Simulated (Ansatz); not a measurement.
# C3H9Cl2Ta: the cost of one run

Computed with Ansatz 0.2.0 (the levels named in each step, unless a step's input says otherwise).

### Step 1. The structure to begin with

Bond lengths: C1–Ta2 2.293 Å, Ta2–C3 2.230 Å, Ta2–C4 2.294 Å, Ta2–Cl5 2.280 Å, Ta2–Cl6 2.242 Å, C1–H7 1.090 Å, C1–H8 1.088 Å, C1–H9 1.090 Å, C3–H10 1.095 Å, C3–H11 1.089 Å, C3–H12 1.090 Å, C4–H13 1.090 Å, C4–H14 1.088 Å, C4–H15 1.090 Å. Angles (14 of 28 angles, heavy atoms first): C1–Ta2–C3 85.8°, C1–Ta2–C4 111.7°, C1–Ta2–Cl5 85.7°, C1–Ta2–Cl6 124.1°, C3–Ta2–C4 85.6°, C3–Ta2–Cl5 164.7°, C3–Ta2–Cl6 94.1°, C4–Ta2–Cl5 85.7°, C4–Ta2–Cl6 124.1°, Cl5–Ta2–Cl6 101.2°, Ta2–C1–H7 111.3°, Ta2–C1–H8 114.5°, Ta2–C1–H9 107.8°, Ta2–C3–H10 110.7°.

As a file:

```xyz
15

C     2.0986   -0.4055   -0.9609
Ta    0.0132    0.0774   -0.1386
C     0.0492    1.8229   -1.5252
C    -1.6432   -0.7444   -1.4959
Cl    0.0727   -2.0158    0.7642
Cl   -0.3600    1.3283    1.6847
H     2.7530   -0.7892   -0.1782
H     2.6007    0.4335   -1.4390
H     1.9879   -1.1943   -1.7056
H     0.8260    2.5362   -1.2304
H    -0.8846    2.3813   -1.4750
H     0.2107    1.6356   -2.5868
H    -2.4111   -1.2570   -0.9166
H    -2.1322    0.0048   -2.1157
H    -1.1927   -1.4824   -2.1604
```

### Step 2. A rough first relaxation, PBE-D4/def2-SVP

This run stands in another session on the same molecule. It ended at:

```xyz
15

C     2.0788   -0.2497   -0.8290
Ta    0.0247    0.0139   -0.1855
C     0.1011    1.5652   -1.7102
C    -1.6907   -0.5918   -1.3666
Cl    0.1497   -2.2747    0.4000
Cl   -0.3595    1.3174    1.6810
H     2.6394   -0.8323   -0.0685
H     2.5894    0.7201   -0.9968
H     2.0967   -0.8223   -1.7826
H     0.9099    2.2800   -1.4377
H    -0.8626    2.1220   -1.6888
H     0.2787    1.2255   -2.7506
H    -2.3278   -1.2836   -0.7773
H    -2.2982    0.2758   -1.6942
H    -1.3412   -1.1343   -2.2726
```

### Step 3. Relaxation, PBE0-D4/def2-TZVP

The input, input.yaml:

```yaml
crystal:
  periodic: [false, false, false]
  atoms:
    - { symbol: C, position_ang: [2.07884026, -0.24970952, -0.82904522] }
    - { symbol: Ta, position_ang: [0.02468024, 0.01387905, -0.18551478] }
    - { symbol: C, position_ang: [0.10106146, 1.56524723, -1.71016847] }
    - { symbol: C, position_ang: [-1.69068517, -0.59175941, -1.36659596] }
    - { symbol: Cl, position_ang: [0.1496828, -2.27469887, 0.40003739] }
    - { symbol: Cl, position_ang: [-0.35953543, 1.3173802, 1.68097851] }
    - { symbol: H, position_ang: [2.63940524, -0.83226983, -0.06852451] }
    - { symbol: H, position_ang: [2.58938571, 0.72007351, -0.99677601] }
    - { symbol: H, position_ang: [2.09670557, -0.82234534, -1.78255068] }
    - { symbol: H, position_ang: [0.90985626, 2.27997904, -1.43771607] }
    - { symbol: H, position_ang: [-0.86260294, 2.12203544, -1.68879571] }
    - { symbol: H, position_ang: [0.27867114, 1.22545836, -2.75063723] }
    - { symbol: H, position_ang: [-2.32784824, -1.28358877, -0.77728614] }
    - { symbol: H, position_ang: [-2.29821902, 0.27581551, -1.69424027] }
    - { symbol: H, position_ang: [-1.34117788, -1.13426661, -2.27260485] }
basis:
  gaussian: { orbitals: def2-TZVP }
hamiltonian:
  xc: pbe0
  dispersion: d4
relax:
  f_tol: 0.004
  max_steps: 150
```

Run with:

```console
$ ansatz run input.yaml --threads 4 --pin off --max-ram 10240MiB --backend cpu --events-out ev --progress --plain --runs-dir out
```

**Question.** How long does this run take on 4 threads of Arm Neoverse V1, shared host, and how much memory does it need?

About 65 s, with a peak of 1 GiB.
